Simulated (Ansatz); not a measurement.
**NbTe under changes of volume**

One of the cells (21.934 Å³/atom); the others are scaled copies at fixed shape and fractional positions:

```
CELL_PARAMETERS angstrom
3.70297 0.00000 0.00000
-1.85149 3.20687 0.00000
0.00000 0.00000 3.69421
ATOMIC_POSITIONS crystal
Te 0.66667 0.33333 0.00000
Nb 0.00000 0.00000 0.50000
```

The cell comes from a database or a generator and needn't be the stable form of this composition.

- Program: Ansatz 0.2.0
- Functional: PBE
- Potentials or basis: Ansatz PAW
- Cutoff: 420 eV (not typed: the program's choice for these potentials)
- k mesh: 8 × 8 × 7
- Occupations: fermi-dirac, width 0.05 eV
- Spin: no spin polarisation

| volume (Å³/atom) | energy over the lowest point (meV/atom) | pressure (GPa) |
| --- | --- | --- |
| 20.618 | ? | ? |
| 21.057 | 10.50 | 4.7 |
| 21.496 | 1.60 | 1.9 |
| 21.934 | 0.00 | -0.6 |
| 22.373 | 4.92 | -2.9 |
| 22.812 | 15.64 | -4.9 |
| 23.250 | 31.56 | -6.7 |

What does the run at 20.618 Å³/atom give?

Energy over the lowest point 27.57 meV/atom; pressure 7.9 GPa.

Worked out: A Birch-Murnaghan fit of order 3 (a polynomial in V^(-2/3)) to the other rows has its minimum at 21.82 Å³/atom with B0 = V·E''(V) = 122 GPa and B' = 4.6 at fixed shape and positions, which overstates the stiffness. It gives 27.57 meV/atom at 20.618 Å³/atom, against the run's 27.57, and -dE/dV = 7.8 GPa, against 7.9.

Energies are extrapolated to zero smearing.
